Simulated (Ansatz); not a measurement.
Runs of Ansatz 0.2.0 on Hf2Pd2Se2Br2O3. It takes space group P6mm (No. 183, hexagonal). Conventional cell: a = 5.759 Å, b = 5.759 Å, c = 8.525 Å, α = 90.00°, β = 90.00°, γ = 120.00°. Around Hf (site symmetry 3m) lie 3 O at 1.92 Å. Pd (site symmetry 3m) has 1 Se at 2.33 Å as nearest neighbours. Se (site symmetry 3m) is surrounded by 1 Pd at 2.33 Å and 1 Hf at 2.67 Å. Br (site symmetry 6mm) is surrounded by 6 Pd at 3.33 Å and 6 O at 3.80 Å. Around Br (site symmetry 6mm) lie 6 O at 3.46 Å and 6 Hf at 3.46 Å and 6 Se at 3.74 Å. Around O (site symmetry 2mm) lie 2 Hf at 1.92 Å. The cell was built by a generator and needn't be a form met in nature.

```csv
potentials or basis,cutoff (eV),gap on the mesh (eV),pressure (GPa),largest force (eV/Å)
Ansatz PAW earlier set,900,none,-0.1,(b)
Ansatz NC,1240,none,-0.1,(a)
SPMS NC,1034,none,-0.6,0.42
JTH PAW,1380,none,-0.3,0.17
PseudoDojo standard (PBE files),1170,none,-0.6,0.41
```

Alike in all rows: task single point; level PBE; no spin polarisation; cell as given; k mesh 6 × 6 × 3; smearing fermi-dirac 0.05 eV.

Fill in the values left out.

(a) 0.07; (b) 0.08.

A k mesh can miss the band edges, and the runs leave out spin-orbit coupling on Br, Hf, Pd, Se.

A gap of «none» marks a metal or a gap under the smearing width.

Not every run made on this cell is shown here.
